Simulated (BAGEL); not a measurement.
# HF/3-21G (density fitting with qzvpp-jkfit) run of C3H4AlF (SMILES CC#[C][AlH][F])

Aim: the energy change on altering one bond length of C3H4AlF at HF/3-21G (density fitting with qzvpp-jkfit), from 2 runs. 

Program for the calculation: BAGEL 1.2.2.

2 further runs of the same task are left out: 2 set aside as unsound or not needed.

## (1) The molecule

The species is C3H4AlF (9 atoms), meant as a singlet with charge 0. As SMILES, `CC#[C][AlH][F]`. Geometry: a GFN2-xTB relaxation, a rough one for these elements and not checked as a minimum.

Bond lengths: C1–C2 1.446 Å, C2–C3 1.215 Å, C3–Al4 1.927 Å, Al4–F5 1.648 Å, C1–H6 1.090 Å, C1–H7 1.090 Å, C1–H8 1.090 Å, Al4–H9 1.522 Å. Some angles: C1–C2–C3 179.2°, C2–C3–Al4 178.7°, C3–Al4–F5 123.2°, C2–C1–H6 110.0°, C2–C1–H7 110.0°, C2–C1–H8 110.0°, C3–Al4–H9 123.9°, F5–Al4–H9 112.9°, H6–C1–H7 108.9°, H6–C1–H8 108.9°.

## (2) A single-point energy at HF/3-21G (density fitting with qzvpp-jkfit)

Input file job.json:

```json
{ "bagel": [

{
  "title": "molecule",
  "basis": "3-21g",
  "df_basis": "qzvpp-jkfit",
  "angstrom": true,
  "geometry": [
    { "atom": "C", "xyz": [    1.977470,    0.512520,   -0.231510 ] },
    { "atom": "C", "xyz": [    0.588510,    0.149630,   -0.062070 ] },
    { "atom": "C", "xyz": [   -0.580130,   -0.145430,    0.093640 ] },
    { "atom": "Al", "xyz": [   -2.429230,   -0.644210,    0.309880 ] },
    { "atom": "F", "xyz": [   -3.597110,   -0.282460,   -0.794870 ] },
    { "atom": "H", "xyz": [    2.115970,    1.569870,   -0.005140 ] },
    { "atom": "H", "xyz": [    2.602160,   -0.077750,    0.439070 ] },
    { "atom": "H", "xyz": [    2.288710,    0.327980,   -1.259690 ] },
    { "atom": "H", "xyz": [   -2.966340,   -1.410150,    1.510670 ] }
  ]
},
{
  "title": "hf"
},
{
  "title": "print",
  "file": "orbitals.molden",
  "orbitals": true
}

]}
```

Command:

```sh
$ BAGEL_NUM_THREADS=1 BAGEL job.json > job.out
```

Log:

```text
* using 1 threads per process

  ===============================================================
  ===============================================================

  *** Geometry ***

  { "atom" : "C", "xyz" : [      3.736877,      0.968522,     -0.437490 ] },
  { "atom" : "C", "xyz" : [      1.112123,      0.282760,     -0.117295 ] },
  { "atom" : "C", "xyz" : [     -1.096287,     -0.274823,      0.176954 ] },
  { "atom" : "Al", "xyz" : [     -4.590579,     -1.217380,      0.585588 ] },
  { "atom" : "F", "xyz" : [     -6.797553,     -0.533772,     -1.502087 ] },
  { "atom" : "H", "xyz" : [      3.998604,      2.966624,     -0.009713 ] },
  { "atom" : "H", "xyz" : [      4.917370,     -0.146926,      0.829722 ] },
  { "atom" : "H", "xyz" : [      4.325035,      0.619792,     -2.380469 ] },
  { "atom" : "H", "xyz" : [     -5.605570,     -2.664797,      2.854753 ] },

  Number of auxiliary basis functions:      502

  Since a DF basis is specified, we compute 2- and 3-index integrals:
    o Being stored without compression. Storage requirement is 0.013 GB

  Number of basis functions:       57
  Number of electrons      :       44

    * METHOD: MOLECULE                             0.54

  *** RHF ***

  === Nuclear Repulsion ===
   170.4902900360

      * DIIS with orbital gradients will be used.

  === RHF iteration (3-21g) ===
      0       -454.66143626          0.02351894           0.09
      1       -454.78623214          0.01286261           0.09
      2       -454.82359361          0.00189367           0.08
      3       -454.82496896          0.00080695           0.09
      4       -454.82514026          0.00018193           0.09
      5       -454.82515308          0.00006163           0.08
      6       -454.82515524          0.00002722           0.08
      7       -454.82515612          0.00001155           0.08
      8       -454.82515629          0.00000515           0.08
      9       -454.82515632          0.00000252           0.08
     10       -454.82515633          0.00000079           0.08
     11       -454.82515633          0.00000033           0.08
     12       -454.82515633          0.00000008           0.07
     13       -454.82515633          0.00000003           0.09
     14       -454.82515633          0.00000001           0.08
    * SCF iteration converged.

    * Permanent dipole moment:
           (   -1.174071,    -0.084666,    -0.259164) a.u.

    * METHOD: HF                                   1.55

    * METHOD: PRINT                                0.01

  ===============================================================
```

It took 2.6 s on 1 thread of Intel Xeon at 2.50GHz (Skylake/Cascade Lake), shared host.

## (3) The distorted shape at the same level

Input file hf.json:

```json
{ "bagel" : [

{
  "title" : "molecule",
  "basis" : "3-21g",
  "df_basis" : "qzvpp-jkfit",
  "angstrom" : true,
  "geometry" : [
    { "atom" : "C", "xyz" : [       2.671929,       0.693959,      -0.316227 ] },
    { "atom" : "C", "xyz" : [       0.588510,       0.149630,      -0.062070 ] },
    { "atom" : "C", "xyz" : [      -0.580130,      -0.145430,       0.093640 ] },
    { "atom" : "Al", "xyz" : [      -2.429230,      -0.644210,       0.309880 ] },
    { "atom" : "F", "xyz" : [      -3.597110,      -0.282460,      -0.794870 ] },
    { "atom" : "H", "xyz" : [       2.810429,       1.751309,      -0.089857 ] },
    { "atom" : "H", "xyz" : [       3.296619,       0.103689,       0.354353 ] },
    { "atom" : "H", "xyz" : [       2.983169,       0.509419,      -1.344407 ] },
    { "atom" : "H", "xyz" : [      -2.966340,      -1.410150,       1.510670 ] }
  ]
},

{
  "title" : "hf"
},

{
  "title" : "print",
  "file" : "orbitals.molden",
  "orbitals" : true
}

]}
```

Command:

```sh
$ BAGEL_NUM_THREADS=1 BAGEL hf.json > hf.out
```

Log:

```text
* using 1 threads per process

  ===============================================================
  ===============================================================

  *** Geometry ***

  { "atom" : "C", "xyz" : [      5.049214,      1.311392,     -0.597582 ] },
  { "atom" : "C", "xyz" : [      1.112123,      0.282760,     -0.117295 ] },
  { "atom" : "C", "xyz" : [     -1.096287,     -0.274823,      0.176954 ] },
  { "atom" : "Al", "xyz" : [     -4.590579,     -1.217380,      0.585588 ] },
  { "atom" : "F", "xyz" : [     -6.797553,     -0.533772,     -1.502087 ] },
  { "atom" : "H", "xyz" : [      5.310941,      3.309494,     -0.169805 ] },
  { "atom" : "H", "xyz" : [      6.229707,      0.195944,      0.669630 ] },
  { "atom" : "H", "xyz" : [      5.637372,      0.962662,     -2.540561 ] },
  { "atom" : "H", "xyz" : [     -5.605570,     -2.664797,      2.854753 ] },

  Number of auxiliary basis functions:      502

  Since a DF basis is specified, we compute 2- and 3-index integrals:
    o Being stored without compression. Storage requirement is 0.013 GB

  Number of basis functions:       57
  Number of electrons      :       44

    * METHOD: MOLECULE                             0.52

  *** RHF ***

  === Nuclear Repulsion ===
   160.3372950956

      * DIIS with orbital gradients will be used.

  === RHF iteration (3-21g) ===
      0       -454.54452209          0.02318556           0.10
      1       -454.66748195          0.01317211           0.09
      2       -454.70679270          0.00215078           0.09
      3       -454.70866605          0.00112942           0.08
      4       -454.70899233          0.00021388           0.10
      5       -454.70901335          0.00007294           0.08
      6       -454.70901594          0.00002999           0.08
      7       -454.70901677          0.00001508           0.08
      8       -454.70901697          0.00000895           0.09
      9       -454.70901706          0.00000487           0.12
     10       -454.70901708          0.00000256           0.10
     11       -454.70901708          0.00000072           0.09
     12       -454.70901708          0.00000034           0.08
     13       -454.70901708          0.00000012           0.10
     14       -454.70901708          0.00000005           0.09
     15       -454.70901708          0.00000003           0.10
     16       -454.70901708          0.00000002           0.08
     17       -454.70901708          0.00000001           0.09
     18       -454.70901708          0.00000001           0.09
    * SCF iteration converged.

    * Permanent dipole moment:
           (   -1.898894,    -0.272087,    -0.171918) a.u.

    * METHOD: HF                                   2.10

    * METHOD: PRINT                                0.02

  ===============================================================
```

Run time: 3.3 s. Hardware: 1 thread of Intel Xeon at 2.50GHz (Skylake/Cascade Lake), shared host.

## (4) Summary of results

At HF/3-21G (density fitting with qzvpp-jkfit):

```
                                                         quantity          value
                                        first shape: total energy  -454.82516 Eh
                                       first shape: dipole moment         3.06 D
                                         first shape: HOMO energy      -10.45 eV
                                         first shape: LUMO energy        1.66 eV
                                       first shape: HOMO–LUMO gap       12.12 eV
                                    distorted shape: total energy  -454.70902 Eh
                                   distorted shape: dipole moment         4.90 D
                                     distorted shape: HOMO energy      -10.38 eV
                                     distorted shape: LUMO energy        1.88 eV
                                   distorted shape: HOMO–LUMO gap       12.27 eV
energy change with the C1–C2 bond stretched from 1.446 to 2.168 Å       3.160 eV
```

**Reading.** With the C1–C2 bond stretched from 1.446 to 2.168 Å the energy rises by 3.16 eV (73 kcal/mol). The first shape isn't relaxed at this level, so the change isn't measured from a minimum.
